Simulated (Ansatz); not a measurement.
## H7NOSi2, SMILES N[SiH](O)[SiH3]: an atomisation energy, step by step

Program: the Ansatz DFT code, driven from Python.

The cells in order, each with its output:

```python
from collections import Counter

import ansatz as az


def total_energy(molecule, charge=0, unpaired=0):
    calc = (
        molecule.calculation()
        .basis(gaussian='cc-pVDZ')  # the orbital basis, by name
        .functional('pbe', dispersion='d3bj')
    )
    if charge:
        calc = calc.charge(charge)
    if unpaired:
        calc = calc.spin('collinear', total=unpaired)
    report = calc.run(threads=1, backend='cpu').report
    if report['published_state_doubts']:
        print('  doubts:', report['published_state_doubts'])
    return report['free_energy_ev']
```

```python
GEOMETRY = '''
N     0.59670    0.83320    1.44440
Si    0.56190   -0.33910    0.24730
O     0.11020   -1.65870    1.12740
Si   -0.77320    0.03460   -1.57170
H     0.88340    1.74800    1.02070
H    -0.40850    1.06570    1.73350
H     1.99830   -0.47170   -0.17600
H     0.59200   -1.66950    2.01360
H    -0.43870    1.29120   -2.22770
H    -0.79850   -1.10320   -2.51450
H    -2.25830    0.21250   -1.07650
'''
```

```python
geometry = az.Crystal.molecule()
for line in GEOMETRY.strip().splitlines():
    symbol, *xyz = line.split()
    geometry = geometry.atom(symbol, [float(v) for v in xyz])
```

```python
# unpaired electrons of the ground-state atoms
unpaired = {'N': 3, 'Si': 2, 'O': 2, 'H': 1}
counts = Counter(site.symbol for site in geometry.cartesian_sites)
atom_energy = {s: total_energy(az.Crystal.molecule().atom(s, (0, 0, 0)), 0, unpaired[s]) for s in counts}
whole = total_energy(geometry, 0, 0)
for s, e in atom_energy.items():
    print(f'{s:2s} x{counts[s]}  {e:14.5f} eV')
print(f'H7NOSi2: {whole:.5f} eV')
split = sum(counts[s] * e for s, e in atom_energy.items()) - whole
print(f'atomisation energy (no zero-point term): {23.060548 * split:.1f} kcal/mol, {split / sum(counts.values()):.3f} eV an atom')
```

    N  x1     -1483.48805 eV
    Si x2     -7870.05275 eV
    O  x1     -2040.34830 eV
    H  x7       -13.56836 eV
    H7NOSi2: -19394.96137 eV
    atomisation energy (no zero-point term): 831.1 kcal/mol, 3.276 eV an atom

831.1 kcal/mol from the electronic energies, without the zero-point term.

Caveats:
- Total energies depend on the basis set; only differences at equal settings carry meaning.
- The geometry is a force-field or estimated start, not a minimum of this method, and the basis set is short of its limit. All parts are taken at fixed geometry, without zero-point energy.
- For Al to Cl the sets with a tight d function, cc-pV(X+d)Z, are usual.
- This functional overbinds, so such energies come out a few per cent too high (LDA far more).
- The whole script took 3.4 s on 1 thread of Arm Neoverse V2, with other jobs on the host, peak memory 0.2 GiB.
